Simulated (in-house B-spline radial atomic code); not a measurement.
# W³⁺: ionisation energy by several methods

Aim: the ionisation energy of W³⁺ by several methods, each as the difference of two self-consistent energies (W³⁺ and the next ion, [Xe] 4f14 5d2).

The numbers are computed with in-house B-spline radial atomic code version 1 (non-relativistic, several functionals, spin-polarised; spherical all-electron atom at the radial basis limit), except any that are marked as measured or tabulated.

## (1) What is computed

```
element       : tungsten (Z = 74)
charge        : +3
electrons     : 71
configuration : [Xe] 4f14 5d3
nucleus       : point
```

The outer shells:

[Xe] 4f14 5d3
```
[Xe] core
4f [↑↓][↑↓][↑↓][↑↓][↑↓][↑↓][↑↓]
5d [↑ ][↑ ][↑ ][  ][  ]
```

Where spins are not typed, each open shell is filled with up spins first.

## (2) TPSS

Settings of the run:

```ini
Z = 74
electrons = 71.0
configuration = [Xe] 4f14 5d3
hamiltonian = nr
method = tpss,tpss
spin_polarised = True
```

Results of the run (chosen fields of its result record, rounded):

```text
status: converged
scf [iteration, energy, orbital gradient]:
  - [1, -15289.2853085, 0.109]
  - [2, -15289.288906, 0.00294]
  - [3, -15289.2890337, 0.00084]
  - [4, -15289.2890462, 0.000434]
  - [5, -15289.2890444, 0.000406]
  - [6, -15289.2890473, 0.000112]
  - [7, -15289.2890476, 5.82e-06]
  - [8, -15289.2890476, 8.73e-07]
  - [9, -15289.2890476, 6.93e-08]
energy [hartree]: {"total": -15289.2890476, "kinetic": 15285.3776024, "nuclear": -36335.1141237, "coulomb": 6066.17032743, "xc": -305.722853741}
orbitals [hartree, bohr; first row names the columns]:
  - ["name", "occ", "eps", "<r>", "<r^2>", "<1/r>", "r_max", "density_at_nucleus", "spin_orbit_zeta"]
  - ["1s up", 1.0, -2345.4063, 0.020465, 0.00055968, 73.468, 0.01358, 127180.0, "-"]
  - ["1s down", 1.0, -2345.4067, 0.020465, 0.00055968, 73.468, 0.01358, 127180.0, "-"]
  - ["2s up", 1.0, -386.34757, 0.086463, 0.0087623, 17.23, 0.073954, 13958.0, "-"]
  - ["2s down", 1.0, -386.34121, 0.086462, 0.0087623, 17.23, 0.073953, 13959.0, "-"]
  - ["2p up", 3.0, -370.23501, 0.073158, 0.0064825, 17.258, 0.057446, "-", 27.14]
  - ["2p down", 3.0, -370.23044, 0.073158, 0.0064824, 17.258, 0.057446, "-", 27.141]
  - ["3s up", 1.0, -89.073393, 0.21952, 0.0549, 6.629, 0.2031, 3075.3, "-"]
  - ["3s down", 1.0, -89.072493, 0.21952, 0.054897, 6.6292, 0.2031, 3075.4, "-"]
  - ["3p up", 3.0, -81.619476, 0.20969, 0.050814, 6.5756, 0.19144, "-", 5.7812]
  - ["3p down", 3.0, -81.618075, 0.20969, 0.050811, 6.5756, 0.19144, "-", 5.7811]
  - ["3d up", 5.0, -67.776975, 0.18397, 0.039554, 6.4957, 0.15121, "-", 0.91377]
  - ["3d down", 5.0, -67.772864, 0.18397, 0.039555, 6.4956, 0.15122, "-", 0.91372]
  - ["4s up", 1.0, -18.729168, 0.48962, 0.27018, 2.8559, 0.45719, 737.81, "-"]
  - ["4s down", 1.0, -18.72539, 0.48968, 0.27022, 2.8553, 0.45724, 737.38, "-"]
  - ["4p up", 3.0, -15.610052, 0.49693, 0.28047, 2.7623, 0.45817, "-", 1.3078]
  - ["4p down", 3.0, -15.605941, 0.49696, 0.28048, 2.7618, 0.45823, "-", 1.3071]
  - ["4d up", 5.0, -9.9446492, 0.51383, 0.30555, 2.5644, 0.45475, "-", 0.17707]
  - ["4d down", 5.0, -9.9390605, 0.51371, 0.30533, 2.5645, 0.45483, "-", 0.17706]
  - ["5s up", 1.0, -3.4652468, 1.1685, 1.5305, 1.1219, 1.0549, 125.15, "-"]
  - ["5s down", 1.0, -3.3956965, 1.1603, 1.5096, 1.1323, 1.0489, 128.28, "-"]
  - ["5p up", 3.0, -2.5634958, 1.2842, 1.8602, 1.0113, 1.1337, "-", 0.18736]
  - ["5p down", 3.0, -2.483304, 1.2757, 1.8376, 1.021, 1.1261, "-", 0.1926]
  - ["4f up", 7.0, -2.5773121, 0.58976, 0.43324, 2.1309, 0.42228, "-", 0.024774]
  - ["4f down", 7.0, -2.5649262, 0.58649, 0.42707, 2.1376, 0.42217, "-", 0.024915]
  - ["5d up", 3.0, -1.2091798, 1.7128, 3.3809, 0.74692, 1.4146, "-", 0.014388]
sum_r [bohr^k]: {"-1": 491.0151, "1": 36.66871, "2": 36.44385}
density_at_nucleus [bohr^-3]: 290154.6
spin_density_at_nucleus [bohr^-3]: -3.07205
mass_velocity [hartree]: -2532.787
darwin [hartree]: 1796.023
ionisation_energy [hartree]: 1.43389583
```

Wall time 0.35 s (1 thread, shared host).

The run also solves the next ion with the same method; the record keeps the difference, ionisation_energy. Meta-GGA runs start from a PBE run whose iterations are not counted.

## (3) PW91

Settings of the run:

```ini
Z = 74
electrons = 71.0
configuration = [Xe] 4f14 5d3
hamiltonian = nr
method = pw91,pw91
spin_polarised = True
```

Main fields:

```text
status: converged
scf [iteration, energy, orbital gradient]:
  - [1, -15287.9846027, 0.93]
  - [2, -15288.5911328, 0.329]
  - [3, -15290.8042001, 0.108]
  - [4, -15290.9761726, 0.0312]
  - [5, -15290.9433864, 0.0512]
  - [6, -15290.9971648, 0.00898]
  - [7, -15290.9985221, 0.000323]
  - [8, -15290.9985253, 5.1e-05]
  - [9, -15290.9985254, 2.45e-06]
  - [10, -15290.9985254, 2.7e-07]
energy [hartree]: {"total": -15290.9985254, "kinetic": 15286.9870317, "nuclear": -36337.844479, "coulomb": 6067.31744956, "xc": -307.458527643}
orbitals [hartree, bohr; first row names the columns]:
  - ["name", "occ", "eps", "<r>"]
  - ["1s up", 1.0, -2344.033, 0.020471]
  - ["1s down", 1.0, -2344.0332, 0.020471]
  - ["2s up", 1.0, -386.16683, 0.086485]
  - ["2s down", 1.0, -386.16033, 0.086484]
  - ["2p up", 3.0, -370.21263, 0.073153]
  - ["2p down", 3.0, -370.20774, 0.073152]
  - ["3s up", 1.0, -88.975973, 0.21968]
  - ["3s down", 1.0, -88.97405, 0.21967]
  - ["3p up", 3.0, -81.578732, 0.20974]
  - ["3p down", 3.0, -81.576675, 0.20974]
  - ["3d up", 5.0, -67.78189, 0.18393]
  - ["3d down", 5.0, -67.777899, 0.18393]
  - ["4s up", 1.0, -18.656168, 0.48987]
  - ["4s down", 1.0, -18.651408, 0.48987]
  - ["4p up", 3.0, -15.565305, 0.497]
  - ["4p down", 3.0, -15.560241, 0.49697]
  - ["4d up", 5.0, -9.9325631, 0.51374]
  - ["4d down", 5.0, -9.9262682, 0.51356]
  - ["5s up", 1.0, -3.4523493, 1.166]
  - ["5s down", 1.0, -3.3870255, 1.159]
  - ["5p up", 3.0, -2.5555648, 1.2829]
  - ["5p down", 3.0, -2.4810268, 1.2751]
  - ["4f up", 7.0, -2.5903931, 0.58935]
  - ["4f down", 7.0, -2.5784828, 0.58622]
  - ["5d up", 3.0, -1.2142837, 1.7205]
sum_r [bohr^k]: {"-1": 491.052, "1": 36.67774, "2": 36.51624}
ionisation_energy [hartree]: 1.43931271
```

It took 0.2 s on 1 thread, shared host.

## (4) BLYP

Settings of the run:

```ini
Z = 74
electrons = 71.0
configuration = [Xe] 4f14 5d3
hamiltonian = nr
method = b88,lyp
spin_polarised = True
```

Main fields:

```text
status: converged
scf [iteration, energy, orbital gradient]:
  - [1, -15287.2893077, 0.932]
  - [2, -15287.8774842, 0.329]
  - [3, -15290.0845547, 0.109]
  - [4, -15290.2601005, 0.0317]
  - [5, -15290.225579, 0.0525]
  - [6, -15290.2819211, 0.00903]
  - [7, -15290.2832998, 0.000336]
  - [8, -15290.2833031, 4.83e-05]
  - [9, -15290.2833032, 2.63e-06]
  - [10, -15290.2833032, 1.86e-07]
energy [hartree]: {"total": -15290.2833032, "kinetic": 15286.9053506, "nuclear": -36336.9135154, "coulomb": 6066.44386862, "xc": -306.719007046}
orbitals [hartree, bohr; first row names the columns]:
  - ["name", "occ", "eps", "<r>"]
  - ["1s up", 1.0, -2344.0714, 0.02047]
  - ["1s down", 1.0, -2344.0715, 0.02047]
  - ["2s up", 1.0, -386.16615, 0.086484]
  - ["2s down", 1.0, -386.1596, 0.086484]
  - ["2p up", 3.0, -370.21267, 0.073152]
  - ["2p down", 3.0, -370.20773, 0.073152]
  - ["3s up", 1.0, -88.964252, 0.21969]
  - ["3s down", 1.0, -88.962267, 0.21968]
  - ["3p up", 3.0, -81.567352, 0.20975]
  - ["3p down", 3.0, -81.565224, 0.20975]
  - ["3d up", 5.0, -67.771881, 0.18393]
  - ["3d down", 5.0, -67.767815, 0.18393]
  - ["4s up", 1.0, -18.64016, 0.48992]
  - ["4s down", 1.0, -18.63522, 0.48991]
  - ["4p up", 3.0, -15.550193, 0.49705]
  - ["4p down", 3.0, -15.544958, 0.49702]
  - ["4d up", 5.0, -9.9192719, 0.51379]
  - ["4d down", 5.0, -9.9128349, 0.51362]
  - ["5s up", 1.0, -3.4406097, 1.1654]
  - ["5s down", 1.0, -3.3790957, 1.1599]
  - ["5p up", 3.0, -2.5429968, 1.2828]
  - ["5p down", 3.0, -2.4742074, 1.2775]
  - ["4f up", 7.0, -2.578595, 0.58942]
  - ["4f down", 7.0, -2.5668391, 0.58654]
  - ["5d up", 3.0, -1.2029097, 1.7259]
sum_r [bohr^k]: {"-1": 491.0394, "1": 36.70444, "2": 36.61375}
ionisation_energy [hartree]: 1.42886052
```

Run time: 0.2 s. Hardware: 1 thread, shared host.

## (5) LDA (VWN5)

Settings of the run:

```ini
Z = 74
electrons = 71.0
configuration = [Xe] 4f14 5d3
hamiltonian = nr
method = lda,vwn
spin_polarised = True
```

Main fields:

```text
status: converged
scf [iteration, energy, orbital gradient]:
  - [1, -15278.7462911, 0.758]
  - [2, -15279.2926592, 0.335]
  - [3, -15281.5160932, 0.111]
  - [4, -15281.6968093, 0.0322]
  - [5, -15281.6604479, 0.0546]
  - [6, -15281.7197601, 0.00883]
  - [7, -15281.7210506, 0.000339]
  - [8, -15281.721054, 4.75e-05]
  - [9, -15281.721054, 2.58e-06]
  - [10, -15281.721054, 1.48e-07]
energy [hartree]: {"total": -15281.721054, "kinetic": 15276.1990024, "nuclear": -36326.0601522, "coulomb": 6066.23632366, "xc": -298.096227948}
orbitals [hartree, bohr; first row names the columns]:
  - ["name", "occ", "eps", "<r>"]
  - ["1s up", 1.0, -2342.0942, 0.020482]
  - ["1s down", 1.0, -2342.0941, 0.020482]
  - ["2s up", 1.0, -385.90931, 0.086528]
  - ["2s down", 1.0, -385.90309, 0.086528]
  - ["2p up", 3.0, -370.06675, 0.073173]
  - ["2p down", 3.0, -370.06179, 0.073173]
  - ["3s up", 1.0, -88.916451, 0.21986]
  - ["3s down", 1.0, -88.913698, 0.21986]
  - ["3p up", 3.0, -81.550895, 0.20986]
  - ["3p down", 3.0, -81.548116, 0.20986]
  - ["3d up", 5.0, -67.774728, 0.184]
  - ["3d down", 5.0, -67.770537, 0.184]
  - ["4s up", 1.0, -18.620615, 0.49038]
  - ["4s down", 1.0, -18.615009, 0.49034]
  - ["4p up", 3.0, -15.545097, 0.4974]
  - ["4p down", 3.0, -15.539114, 0.49732]
  - ["4d up", 5.0, -9.9302738, 0.51401]
  - ["4d down", 5.0, -9.9229541, 0.51379]
  - ["5s up", 1.0, -3.4567297, 1.1646]
  - ["5s down", 1.0, -3.3973912, 1.1593]
  - ["5p up", 3.0, -2.5595321, 1.2817]
  - ["5p down", 3.0, -2.49322, 1.2753]
  - ["4f up", 7.0, -2.6027552, 0.58922]
  - ["4f down", 7.0, -2.589973, 0.58641]
  - ["5d up", 3.0, -1.2179472, 1.7207]
sum_r [bohr^k]: {"-1": 490.8927, "1": 36.68252, "2": 36.51439}
ionisation_energy [hartree]: 1.44345361
```

Wall time 0.27 s (1 thread, shared host).

## (6) PBE

Settings of the run:

```ini
Z = 74
electrons = 71.0
configuration = [Xe] 4f14 5d3
hamiltonian = nr
method = pbe,pbe
spin_polarised = True
```

Main fields:

```text
status: converged
scf [iteration, energy, orbital gradient]:
  - [1, -15286.4853047, 0.933]
  - [2, -15287.0953322, 0.327]
  - [3, -15289.2891811, 0.107]
  - [4, -15289.4584225, 0.0309]
  - [5, -15289.4265707, 0.0504]
  - [6, -15289.4789501, 0.00892]
  - [7, -15289.4802898, 0.000325]
  - [8, -15289.480293, 4.81e-05]
  - [9, -15289.4802931, 2.81e-06]
  - [10, -15289.4802931, 2.67e-07]
energy [hartree]: {"total": -15289.4802931, "kinetic": 15285.5616212, "nuclear": -36336.0165523, "coulomb": 6066.89884094, "xc": -305.92420295}
orbitals [hartree, bohr; first row names the columns]:
  - ["name", "occ", "eps", "<r>"]
  - ["1s up", 1.0, -2343.8476, 0.020471]
  - ["1s down", 1.0, -2343.8478, 0.020471]
  - ["2s up", 1.0, -386.13104, 0.086486]
  - ["2s down", 1.0, -386.12448, 0.086486]
  - ["2p up", 3.0, -370.15871, 0.073157]
  - ["2p down", 3.0, -370.15382, 0.073157]
  - ["3s up", 1.0, -88.965934, 0.21967]
  - ["3s down", 1.0, -88.96409, 0.21967]
  - ["3p up", 3.0, -81.564458, 0.20975]
  - ["3p down", 3.0, -81.562467, 0.20974]
  - ["3d up", 5.0, -67.768835, 0.18394]
  - ["3d down", 5.0, -67.764838, 0.18394]
  - ["4s up", 1.0, -18.655213, 0.48985]
  - ["4s down", 1.0, -18.650672, 0.48985]
  - ["4p up", 3.0, -15.562583, 0.497]
  - ["4p down", 3.0, -15.557754, 0.49697]
  - ["4d up", 5.0, -9.9288121, 0.51374]
  - ["4d down", 5.0, -9.9227714, 0.51356]
  - ["5s up", 1.0, -3.4492524, 1.1664]
  - ["5s down", 1.0, -3.3826113, 1.1593]
  - ["5p up", 3.0, -2.5528108, 1.2832]
  - ["5p down", 3.0, -2.4767372, 1.2752]
  - ["4f up", 7.0, -2.5859588, 0.58942]
  - ["4f down", 7.0, -2.574226, 0.58624]
  - ["5d up", 3.0, -1.2118526, 1.7201]
sum_r [bohr^k]: {"-1": 491.0273, "1": 36.67922, "2": 36.51339}
ionisation_energy [hartree]: 1.43676022
```

It took 0.2 s on 1 thread, shared host.

## (7) exchange-only LDA

Settings of the run:

```ini
Z = 74
electrons = 71.0
configuration = [Xe] 4f14 5d3
hamiltonian = nr
method = lda,
spin_polarised = True
```

Main fields:

```text
status: converged
scf [iteration, energy, orbital gradient]:
  - [1, -15271.3615378, 0.757]
  - [2, -15271.8990266, 0.329]
  - [3, -15274.046403, 0.11]
  - [4, -15274.226323, 0.0325]
  - [5, -15274.1885708, 0.0553]
  - [6, -15274.2496318, 0.00887]
  - [7, -15274.2509503, 0.000336]
  - [8, -15274.2509536, 5.16e-05]
  - [9, -15274.2509537, 2.99e-06]
  - [10, -15274.2509537, 2.64e-07]
energy [hartree]: {"total": -15274.2509537, "kinetic": 15274.25094, "nuclear": -36321.3228437, "coulomb": 6063.36823696, "xc": -290.547286971}
orbitals [hartree, bohr; first row names the columns]:
  - ["name", "occ", "eps", "<r>"]
  - ["1s up", 1.0, -2341.9803, 0.020482]
  - ["1s down", 1.0, -2341.9804, 0.020482]
  - ["2s up", 1.0, -385.81856, 0.086529]
  - ["2s down", 1.0, -385.81245, 0.086529]
  - ["2p up", 3.0, -369.97373, 0.073175]
  - ["2p down", 3.0, -369.96891, 0.073174]
  - ["3s up", 1.0, -88.838546, 0.21987]
  - ["3s down", 1.0, -88.836101, 0.21986]
  - ["3p up", 3.0, -81.472267, 0.20987]
  - ["3p down", 3.0, -81.469787, 0.20987]
  - ["3d up", 5.0, -67.694862, 0.18401]
  - ["3d down", 5.0, -67.690919, 0.18401]
  - ["4s up", 1.0, -18.548523, 0.49043]
  - ["4s down", 1.0, -18.543083, 0.49038]
  - ["4p up", 3.0, -15.473168, 0.49747]
  - ["4p down", 3.0, -15.467307, 0.49738]
  - ["4d up", 5.0, -9.8589405, 0.51414]
  - ["4d down", 5.0, -9.8515886, 0.51387]
  - ["5s up", 1.0, -3.4001372, 1.1667]
  - ["5s down", 1.0, -3.329202, 1.1588]
  - ["5p up", 3.0, -2.5056164, 1.2855]
  - ["5p down", 3.0, -2.4243626, 1.2745]
  - ["4f up", 7.0, -2.5338079, 0.59012]
  - ["4f down", 7.0, -2.5198768, 0.58661]
  - ["5d up", 3.0, -1.1738759, 1.7391]
sum_r [bohr^k]: {"-1": 490.8287, "1": 36.75768, "2": 36.80042}
ionisation_energy [hartree]: 1.39662059
```

Wall time 0.18 s (1 thread, shared host).

## (8) The ladder

| method | rung | total energy (hartree) | ΔSCF (eV) | −ε highest (eV) | ΔSCF less tabulated (eV) |
| --- | --- | --- | --- | --- | --- |
| LDA (VWN5) | LDA | -15281.7211 | 39.278 | 33.142 (5d up) | +1.078 |
| exchange-only LDA | LDA | -15274.2510 | 38.004 | 31.943 (5d up) | -0.196 |
| PW91 | GGA | -15290.9985 | 39.166 | 33.042 (5d up) | +0.966 |
| BLYP | GGA | -15290.2833 | 38.881 | 32.733 (5d up) | +0.681 |
| PBE | GGA | -15289.4803 | 39.096 | 32.976 (5d up) | +0.896 |
| TPSS | meta-GGA | -15289.2890 | 39.018 | 32.903 (5d up) | +0.818 |

**Reading.** Tables give 38.2 ± 0.4 eV (semi-empirical; NIST Atomic Spectra Database) for the ionisation energy. exchange-only LDA misses by -0.196 eV, the least, and LDA (VWN5) by +1.078 eV (2.8 %), the most. Mean absolute error by rung (exchange-only levels left out): LDA 1.08 eV, GGA 0.85 eV, meta-GGA 0.82 eV. These runs lack relativity altogether, which can outweigh the gaps between the methods, so the nearest may be so by luck. PBE is off by +0.896 eV. These runs leave out relativity, which matters at this nuclear charge. Open shells are averaged (over orientations, and over spins where the run is restricted), while tables refer to the lowest levels. For the semilocal functionals minus the highest level recovers only 84 % of their own ΔSCF value, a mark of self-interaction.

What each method cost (CPU seconds, one thread, shared host; runs marked * also made radial tables):

| method | CPU time | miss (eV) |
| --- | --- | --- |
| exchange-only LDA | 0.18 s | -0.196 |
| PW91 | 0.2 s | +0.966 |
| BLYP | 0.2 s | +0.681 |
| PBE | 0.2 s | +0.896 |
| LDA (VWN5) | 0.27 s | +1.078 |
| TPSS | 0.35 s | +0.818 |
